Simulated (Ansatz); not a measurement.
Runs of Ansatz 0.2.0 on TaVN2. It takes space group P4/mmm (No. 123, tetragonal). Conventional cell: a = 3.050 Å, b = 3.050 Å, c = 4.296 Å, α = 90.00°, β = 90.00°, γ = 90.00°. Ta (site symmetry 4/mmm) has 6 N at 2.15 to 2.16 Å as nearest neighbours. V (site symmetry 4/mmm) is surrounded by 6 N at 2.15 to 2.16 Å. N (site symmetry 4/mmm) has 2 V at 2.15 Å and 4 Ta at 2.16 Å as nearest neighbours. N (site symmetry 4/mmm) has 2 Ta at 2.15 Å and 4 V at 2.16 Å as nearest neighbours. The cell comes from a database or a generator and needn't be the stable form of this composition.

| task | level | cell | cutoff (eV) | points for each segment of the path | gap on the mesh (eV) | pressure (GPa) | moment (μB) | V0 of scaled cells (Å³/atom) | relaxed volume (Å³/atom) | B0 (GPa) |
| --- | --- | --- | --- | --- | --- | --- | --- | --- | --- | --- |
| relaxation of cell and atoms | PBEsol | relaxed | 420 | - | none | 0.0 | 0.60 | - | 9.62 | - |
| relaxation of cell and atoms | r2SCAN | relaxed | 500 | - | none | 0.0 | 2.09 | - | 10.05 | - |
| band structure | r2SCAN | as given | 500 | 14 | none | 1.0 | 1.97 | - | - | - |
| relaxation of cell and atoms | RPBE | relaxed | 420 | - | none | 0.0 | 1.33 | - | 10.16 | - |
| equation of state | r2SCAN | as given | 500 | - | - | - | - | (b) | - | 283 |
| relaxation of cell and atoms | revPBE | relaxed | 420 | - | none | 0.0 | 1.27 | - | 10.10 | - |
| relaxation of cell and atoms | LDA | relaxed | 420 | - | none | 0.0 | 0.00 | - | 9.41 | - |
| band structure | PBE | as given | 420 | 14 | none | (a) | 1.14 | - | - | - |
| band structure | LDA | as given | 420 | 14 | none | (c) | 0.17 | - | - | - |
| band structure | PBEsol | as given | 420 | 14 | none | -11.1 | 0.90 | - | - | - |
| relaxation of cell and atoms | PBE | relaxed | 420 | - | none | 0.0 | (d) | - | 9.96 | - |
| equation of state | PBE | as given | 420 | - | - | - | - | 9.96 | - | 294 |

Alike in all rows: potentials or basis Ansatz PAW; spin collinear, ferromagnetic start; k mesh 9 × 9 × 6; smearing fermi-dirac 0.05 eV.

Task: Fill in the values left out.

Result: (a) -0.8; (b) 10.03; (c) -19.3; (d) 1.13.

Caveats: the PAW data sets come from PBE, with cores solved anew for the run's functional, which leaves a small shift of forces and pressure (some runs); the plane-wave basis is chosen anew once the cell has moved, so the energies of steps on either side of that aren't comparable (some runs); the magnetic or orbital state may not be the lowest (some runs); the potentials were made for another functional, which shifts forces and pressure (some runs); the cell was scaled at fixed shape and fractional positions, which overstates the stiffness of a crystal with free parameters, most of all of layers and chains (some runs).

A k mesh can miss the band edges, and the runs leave out spin-orbit coupling on Ta.

A gap of «none» marks a metal or a gap under the smearing width.

Not every run made on this cell is shown here.
